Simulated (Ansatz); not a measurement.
# Cd4SbO: the cost of one run

Computed with Ansatz 0.2.0 (DFT PBE, scalar-relativistic, plane waves, PAW, unless a step's input says otherwise).

**1. The structure to begin with**

It takes space group F-43m (No. 216, cubic). The conventional cell has a = 8.038 Å, b = 8.038 Å, c = 8.038 Å, α = 90.00°, β = 90.00°, γ = 90.00°. Cd (site symmetry 3m) has 1 O at 1.58 Å as nearest neighbours. Sb (site symmetry -43m) has 12 Cd at 3.36 Å as nearest neighbours. O (site symmetry -43m) has 4 Cd at 1.58 Å as nearest neighbours.

As a file:

```cif
data_structure
_symmetry_space_group_name_H-M 'P 1'
_symmetry_Int_Tables_number 1
_cell_length_a 5.6834
_cell_length_b 5.6834
_cell_length_c 5.6834
_cell_angle_alpha 60.000
_cell_angle_beta 60.000
_cell_angle_gamma 60.000
_cell_volume 129.81
loop_
_atom_site_label
_atom_site_type_symbol
_atom_site_fract_x
_atom_site_fract_y
_atom_site_fract_z
_atom_site_occupancy
Cd1 Cd 0.13628 0.13628 0.13628 1
Cd2 Cd 0.13628 0.13628 0.59115 1
Cd3 Cd 0.13628 0.59115 0.13628 1
Cd4 Cd 0.59115 0.13628 0.13628 1
Sb1 Sb 0.75000 0.75000 0.75000 1
O1 O 0.25000 0.25000 0.25000 1
```

A structure generator made this guess: random cell by space group and Wyckoff sites (F-43m, No. 216). The dimensions are guesses.

**2. Probe: one point on a coarse mesh**

input.yaml reads:

```yaml
crystal:
  lattice:
    - [0.0, 4.0187607, 4.0187607]
    - [4.0187607, 0.0, 4.0187607]
    - [4.0187607, 4.0187607, 0.0]
  atoms:
    - { symbol: Cd, position: [0.13628363, 0.13628363, 0.13628363] }
    - { symbol: Cd, position: [0.13628363, 0.13628363, 0.59114912] }
    - { symbol: Cd, position: [0.13628363, 0.59114912, 0.13628363] }
    - { symbol: Cd, position: [0.59114912, 0.13628363, 0.13628363] }
    - { symbol: Sb, position: [0.75, 0.75, 0.75] }
    - { symbol: O, position: [0.25, 0.25, 0.25] }
basis:
  ecutwfc: 420
kpoints:
  mp_grid: { grid: [4, 4, 4] }
hamiltonian:
  xc: pbe
scf:
  occupations: { method: gaussian, width: 0.1 }
  lower_state_search: "off"
output:
  forces: true
  stress: true
  eigenvalues: true
```

Command:

```
$ ansatz run input.yaml --threads 1 --pin off --max-ram 2560MiB --backend cpu --events-out ev --progress --plain --runs-dir out
```

What time and memory should one allow on 1 thread of Intel Xeon at 2.70GHz, shared host?

About 5.8 s, with a peak of 0.4 GiB.
